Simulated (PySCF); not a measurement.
# B2GdH8 (Gd(BH4)2+): the cost of one run

Program: PySCF 2.14.0. Level of theory: PBE0, Gd lcecp-1-SVP with ECP53, B def2-SVP, H def2-SVP; scalar-relativistic core potentials, no spin–orbit coupling. These are calculated values, not measurements.

3 further runs of the same task are left out: 2 for a known fault of the program, 1 that didn't finish.

## 1. The starting structure

11 atoms, charge 1, spin multiplicity 1.

Bond lengths: Gd1–B2 2.485 Å, Gd1–H4 2.382 Å, Gd1–H5 2.382 Å, Gd1–H6 2.382 Å, Gd1–B7 2.485 Å, Gd1–H9 2.382 Å, Gd1–H10 2.382 Å, Gd1–H11 2.382 Å, B2–H3 1.200 Å, B2–H4 1.250 Å, B2–H5 1.250 Å, B2–H6 1.250 Å, B7–H8 1.200 Å, B7–H9 1.250 Å, B7–H10 1.250 Å, B7–H11 1.250 Å. Angles: B2–Gd1–H4 29.7°, B2–Gd1–H5 29.7°, B2–Gd1–H6 29.7°, B2–Gd1–B7 180.0°, B2–Gd1–H9 150.3°, B2–Gd1–H10 150.3°, B2–Gd1–H11 150.3°, H4–Gd1–H5 50.8°, H4–Gd1–H6 50.8°, H4–Gd1–B7 150.3°, H4–Gd1–H9 129.2°, H4–Gd1–H10 180.0°, H4–Gd1–H11 129.2°, H5–Gd1–H6 50.8°, H5–Gd1–B7 150.3°, H5–Gd1–H9 180.0°, H5–Gd1–H10 129.2°, H5–Gd1–H11 129.2° and more.

Coordinates:

```
Gd    0.00000    0.00000    0.00000
B     0.00000    0.00000    2.48540
H     0.00000    0.00000    3.68540
H     1.02080    0.58940    2.06950
H    -1.02080    0.58940    2.06950
H     0.00000   -1.17880    2.06950
B     0.00000    0.00000   -2.48540
H     0.00000    0.00000   -3.68540
H     1.02080   -0.58940   -2.06950
H    -1.02080   -0.58940   -2.06950
H     0.00000    1.17880   -2.06950
```

Formal oxidation states: Gd +3. Each metal's 7 4f electrons lie in its core potential, so multiplicities, spins and levels count the valence alone.

## 2. SCF at the start, singlet

run.py (the lines that set the calculation) reads:

```python
mol = gto.M(atom='''
Gd     0.00000     0.00000     0.00000
B      0.00000     0.00000     2.48540
H      0.00000     0.00000     3.68540
H      1.02080     0.58940     2.06950
H     -1.02080     0.58940     2.06950
H      0.00000    -1.17880     2.06950
B      0.00000     0.00000    -2.48540
H      0.00000     0.00000    -3.68540
H      1.02080    -0.58940    -2.06950
H     -1.02080    -0.58940    -2.06950
H      0.00000     1.17880    -2.06950''',
    basis={'Gd': 'lcecp-1-SVP', 'B': 'def2-SVP', 'H': 'def2-SVP'},
    ecp={'Gd': 'lcecp-1-SVP'},
    charge=1, spin=0)
mf = dft.RKS(mol, xc='PBE0')
mf.grids.atom_grid = (50, 194)  # f atoms: unpruned, at least (60, 302)
mf = mf.density_fit()  # fitting sets: Gd AutoAux, B def2-universal-JKFIT, H def2-universal-JKFIT
mf.conv_tol = 1e-08; mf.max_cycle = 55
mf.kernel(dm0)  # dm0: free metal ions and neutral atoms
```

Launch:

```console
$ OMP_NUM_THREADS=2 python run.py
```

What time and memory should one allow on 2 threads of Arm Neoverse V1, shared host?

About 2.9 s, with a peak of 0.66 GiB.
